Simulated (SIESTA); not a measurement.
Crystal: GaGe.

```xyz
2
Lattice="0.0000 2.8978 2.8978 2.8978 0.0000 2.8978 2.8978 2.8978 0.0000" Properties=species:S:1:pos:R:3 pbc="T T T"
Ge    0.0000    0.0000    0.0000
Ga    1.4489    1.4489    1.4489
```

The cell comes from a database or a generator and needn't be the stable form of this composition.

```yaml
Program: SIESTA 5.4.2
Task: single point
Functional: PBE
Potentials_or_basis: PseudoDojo 0.4 standard (PBE files)
Basis: DZP (energy shift 0.002 Ry; radii capped at 9.5 bohr)
Grid_cutoff: 800 Ry
Energy_shift: 0.002 Ry
k_mesh: 8 × 8 × 8
Occupations: fermi-dirac, width 0.05 eV
Spin: no spin polarisation
```

On this cell: pressure 2.0 GPa; largest force zero by symmetry; band gap on the k mesh none (metal or under the smearing width).

The same run follows on a disturbed copy (atoms moved at random, drawn with an rms of 0.05 Å):

```
Ge Ga
1.0
     0.00000    2.89784    2.89784
     2.89784    0.00000    2.89784
     2.89784    2.89784    0.00000
Ge Ga
1 1
Direct
  0.99277 0.98973 0.02535
  0.23997 0.24662 0.26427
```

What does the disturbed cell give?

The energy (extrapolated to zero smearing) moves by +2.0 meV/atom; pressure 2.0 GPa; largest force 0.216 eV/Å; band gap on the k mesh none (metal or under the smearing width).

Forces in eV/Å, atoms in the order of the input:
```
Ge  -0.060 -0.199  0.058
Ga   0.060  0.199 -0.058
```

Stress tensor (GPa, compression positive):
```
 2.05 -0.36  1.17
-0.36  1.93  0.38
 1.17  0.38  2.05
```

Caveats: semicore shells carry a single zeta, which can move pressures by several GPa and volumes by a few percent; the basis of atomic orbitals isn't converged, which shifts pressures, moduli and gaps.
